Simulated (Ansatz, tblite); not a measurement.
**SiHMe2(NMe2) (C4H13NSi): a ladder of methods and basis sets**

Aim: run the singlet of SiHMe2(NMe2) (C4H13NSi) at one geometry on many levels, and compare frontier levels, spin and run time.

Program: Ansatz 0.2.0, Gaussian basis. Level of theory: as each input shows. These are calculated values, not measurements.

Plan: GFN1-xTB, GFN2-xTB, PBE-D4/def2-TZVP, r2SCAN-D4/def2-TZVP, HF/def2-TZVP, revPBE-D4/def2-TZVP, r2SCANh-D4/def2-TZVP, PBE-D4/def2-SVP, PBE0-D4/def2-SVP, HF/STO-3G, HF/6-31G, B3LYP-D4/6-31G, CCSD(T)/def2-SVP, MP2/def2-TZVP, RPA/def2-TZVP.

2 further runs of the same task are left out: 2 set aside as unsound or not needed.

## Step 1: The structure

The singlet was relaxed beforehand with PBE-D4/def2-SVP.

19 atoms, charge 0, spin multiplicity 1.

Bond lengths: Si1–H2 1.511 Å, Si1–C3 1.896 Å, Si1–C7 1.888 Å, Si1–N11 1.760 Å, C3–H4 1.110 Å, C3–H5 1.110 Å, C3–H6 1.110 Å, C7–H8 1.110 Å, C7–H9 1.109 Å, C7–H10 1.110 Å, N11–C12 1.448 Å, N11–C13 1.447 Å, C12–H14 1.116 Å, C12–H15 1.110 Å, C12–H16 1.121 Å, C13–H17 1.108 Å, C13–H18 1.121 Å, C13–H19 1.116 Å. Angles: H2–Si1–C3 107.6°, H2–Si1–C7 110.5°, H2–Si1–N11 105.6°, C3–Si1–C7 109.4°, C3–Si1–N11 114.0°, C7–Si1–N11 109.6°, Si1–C3–H4 111.1°, Si1–C3–H5 111.1°, Si1–C3–H6 111.1°, H4–C3–H5 107.6°, H4–C3–H6 107.8°, H5–C3–H6 107.9°, Si1–C7–H8 109.6°, Si1–C7–H9 111.5°, Si1–C7–H10 112.0°, H8–C7–H9 108.0°, H8–C7–H10 107.2°, H9–C7–H10 108.4° and more.

PBE0-D4/def2-TZVP was run before; its log isn't repeated, and its numbers join the tables.

## Step 2: GFN1-xTB

Tight binding, by tblite at 300 K electronic temperature and without a spin-polarisation term:

```python
tblite.interface.Calculator('GFN1-xTB', numbers, positions, charge=0, uhf=0).singlepoint()
```

Energy -558.6735 eV, HOMO -10.24 eV, LUMO -4.27 eV; 0.009 s.

## Step 3: GFN2-xTB

Tight binding, by tblite at 300 K electronic temperature and without a spin-polarisation term:

```python
tblite.interface.Calculator('GFN2-xTB', numbers, positions, charge=0, uhf=0).singlepoint()
```

Energy -539.9876 eV, HOMO -9.34 eV, LUMO -3.90 eV; 0.007 s.

## Step 4: PBE-D4/def2-TZVP

start.molden holds the orbitals of an earlier run on this state, given as this run's starting guess.

File in.yaml:

```yaml
crystal:
  periodic: [false, false, false]
  atoms:
    - {symbol: Si, position_ang: [0.254729, 0.673054, 0.610335]}
    - {symbol: H, position_ang: [0.059897, 0.751187, 2.106216]}
    - {symbol: C, position_ang: [2.117827, 0.547662, 0.278968]}
    - {symbol: H, position_ang: [2.548483, -0.356158, 0.757247]}
    - {symbol: H, position_ang: [2.656733, 1.430919, 0.682215]}
    - {symbol: H, position_ang: [2.327688, 0.487890, -0.809422]}
    - {symbol: C, position_ang: [-0.427914, 2.221170, -0.227954]}
    - {symbol: H, position_ang: [0.027269, 3.123701, 0.229576]}
    - {symbol: H, position_ang: [-1.527805, 2.294745, -0.110108]}
    - {symbol: H, position_ang: [-0.189806, 2.246086, -1.311400]}
    - {symbol: N, position_ang: [-0.662099, -0.734273, 0.085150]}
    - {symbol: C, position_ang: [-0.565568, -1.974320, 0.826633]}
    - {symbol: C, position_ang: [-1.135945, -0.898837, -1.272338]}
    - {symbol: H, position_ang: [-1.547441, -2.504579, 0.852204]}
    - {symbol: H, position_ang: [-0.269557, -1.777301, 1.877893]}
    - {symbol: H, position_ang: [0.178074, -2.694400, 0.397493]}
    - {symbol: H, position_ang: [-1.246181, 0.082242, -1.775923]}
    - {symbol: H, position_ang: [-0.460474, -1.527825, -1.907790]}
    - {symbol: H, position_ang: [-2.137921, -1.390973, -1.289008]}
basis:
  gaussian: {orbitals: def2-TZVP, initial_orbitals: start.molden}
hamiltonian: {xc: pbe, dispersion: d4}
scf: {omitted_lower_state_checks: [starts]}
output: {orbitals: {seedname: orbitals}}
```

Launch:

```console
$ ansatz run in.yaml --threads 2 --pin off --events-out ev --progress --plain --max-ram 20480MiB --backend cuda --devices 0, --max-vram 18GiB
```

After this run come: r2SCAN-D4/def2-TZVP; HF/def2-TZVP; revPBE-D4/def2-TZVP; r2SCANh-D4/def2-TZVP; PBE-D4/def2-SVP; PBE0-D4/def2-SVP; HF/STO-3G; HF/6-31G; B3LYP-D4/6-31G; CCSD(T)/def2-SVP; MP2/def2-TZVP; RPA/def2-TZVP.

Before running them: what should the planned runs give, taken together? Wanted: gap in def2-TZVP, named functionals and Hartree-Fock, smallest and largest; correlation energy, CCSD(T)/def2-SVP; correlation energy, MP2/def2-TZVP; binding an atom, CCSD(T)/def2-SVP; PBE0 total energy, smallest basis above largest.

As calculated:

| quantity | value |
| --- | --- |
| gap in def2-TZVP, named functionals and Hartree-Fock, smallest and largest | 4.94 eV (PBE-D4), 12.75 eV (HF) |
| correlation energy, CCSD(T)/def2-SVP | -26.28 eV |
| correlation energy, MP2/def2-TZVP | -27.68 eV |
| binding an atom, CCSD(T)/def2-SVP | 3.695 eV |
| PBE0 total energy, smallest basis above largest | 9.11 eV (def2-SVP, def2-TZVP) |

**Reading.** Over the named functionals and Hartree-Fock in def2-TZVP the gap runs from 4.94 eV (PBE-D4) to 12.75 eV (HF); exact exchange widens it. A small miss in a minimal or small basis is a cancelling of errors, not accuracy. The functionals in def2-TZVP miss CCSD(T)/def2-SVP by +0.157 (revPBE-D4) to +0.231 eV (PBE-D4) an atom. The yardstick is in a double-zeta basis, so levels in larger sets aren't compared like for like. CCSD(T)/def2-SVP isn't at the basis-set limit; small misses against it rank nothing.
